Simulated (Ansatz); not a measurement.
Wanted: the native input for an Ansatz 0.2.0 run.

- Task: relaxation of cell and atoms
- Functional: PBE
- Potentials or basis: Ansatz PAW
- Cutoff: 420 eV (not typed: the program's choice for these potentials)
- k mesh: 4 × 4 × 3
- Occupations: fermi-dirac, width 0.05 eV
- Spin: collinear spin, ferromagnetic start
- Starting moments: [0.0, 0.0, 0.0, 0.0, 1.0, 0.0, 0.0, 0.0, 0.0, 0.0, 0.0, 0.0, 0.0, 0.0, 0.0, 0.0] μB
- Target pressure: 5 GPa
- Target pressure (GPa): 5

The system is Ta4NiO11.

```xyz
16
Lattice="4.7709 0.0000 0.0051 0.0000 5.8245 0.0000 -1.9863 0.0000 7.2505" Properties=species:S:1:pos:R:3 pbc="T T T"
Ta    1.4160    2.9123    5.5166
Ta    1.3686    2.9123    1.7391
Ta   -0.7939    0.0000    5.7922
Ta    3.5785    0.0000    1.4634
Ni    1.3923    0.0000    3.6278
O     0.2955    4.6546    4.7184
O     2.4891    4.6546    2.5373
O     2.6928    1.5019    5.8571
O     0.0919    1.5019    1.3986
O     2.4891    1.1700    2.5373
O     0.2955    1.1700    4.7184
O     0.0919    4.3226    1.3986
O     2.6928    4.3226    5.8571
O     2.3854    2.9123    0.0026
O     2.3854    0.0000    0.0026
O     1.3923    2.9123    3.6278
```

The cell was built by a generator and needn't be a form met in nature.

These files were run (other wordings do the same):

input.yaml

```yaml
crystal:
  lattice:
    - [4.77089, 0.0, 0.00513]
    - [0.0, 5.82454, 0.0]
    - [-1.98628, 0.0, 7.25051]
  atoms:
    - { symbol: Ta, position: [0.61339, 0.5, 0.76042] }
    - { symbol: Ta, position: [0.38661, 0.5, 0.23958] }
    - { symbol: Ta, position: [0.16615, 0.0, 0.79875] }
    - { symbol: Ta, position: [0.83385, 0.0, 0.20125] }
    - { symbol: Ni, position: [0.5, 0.0, 0.5], spin: 1.0 }
    - { symbol: O, position: [0.33278, 0.79913, 0.65053] }
    - { symbol: O, position: [0.66722, 0.79913, 0.34947] }
    - { symbol: O, position: [0.90047, 0.25786, 0.80718] }
    - { symbol: O, position: [0.09953, 0.25786, 0.19282] }
    - { symbol: O, position: [0.66722, 0.20087, 0.34947] }
    - { symbol: O, position: [0.33278, 0.20087, 0.65053] }
    - { symbol: O, position: [0.09953, 0.74214, 0.19282] }
    - { symbol: O, position: [0.90047, 0.74214, 0.80718] }
    - { symbol: O, position: [0.5, 0.5, 0.0] }
    - { symbol: O, position: [0.5, 0.0, 0.0] }
    - { symbol: O, position: [0.5, 0.5, 0.5] }
hamiltonian:
  xc: pbe
  pseudopotentials: { kind: paw }
magnetization:
  spin_polarized: true
kpoints:
  mp_grid: { grid: [4, 4, 3] }
scf:
  occupations: { method: fermi_dirac, width: 0.05 }
output:
  forces: true
  stress: true
  eigenvalues: true
relax:
  f_tol: 0.01
  max_steps: 40
  cell: { stress_tol: 0.05, p_target: 5.0 }
```

Potentials or basis: Ansatz PAW.

The run is started by

```console
$ ansatz run input.yaml --threads 8 --pin off --max-ram 20480MiB --backend cpu --events-out ev --progress --plain --runs-dir out
```

It gave:

The relaxed volume is 12.19 Å³/atom. The relaxed cell is a = 4.696 Å, b = 5.780 Å, c = 7.494 Å, α = 90.00°, β = 106.53°, γ = 90.00°. The space group after relaxing (to 0.05 Å) is P2/m (No. 10), the energy change on relaxing (the enthalpy is what falls) is +6.2 meV/atom and the ionic steps are 12. The pressure after relaxing is 5.0 GPa and the largest force after relaxing is 0.004 eV/Å. The band gap on the k mesh is 0.92 eV, indirect (least direct gap 0.95 eV) and the net moment is 0.00 μB per cell. The absolute moment is 0.00 μB per cell.

Caveat: odd divisions of the mesh miss points on the zone boundary, where band edges often lie, so the gap on the mesh can be too wide; the plane-wave basis is chosen anew once the cell has moved, so the energies of steps on either side of that aren't comparable; the pressure holds a Pulay correction of +0.7 GPa for the finite cutoff; spin-orbit coupling is left out, which moves the levels of the heavy elements; the starting moments weren't kept.

Run time: 2.3 min on 8 threads of Arm Neoverse V1 (shared host), peak memory 1.4 GiB.
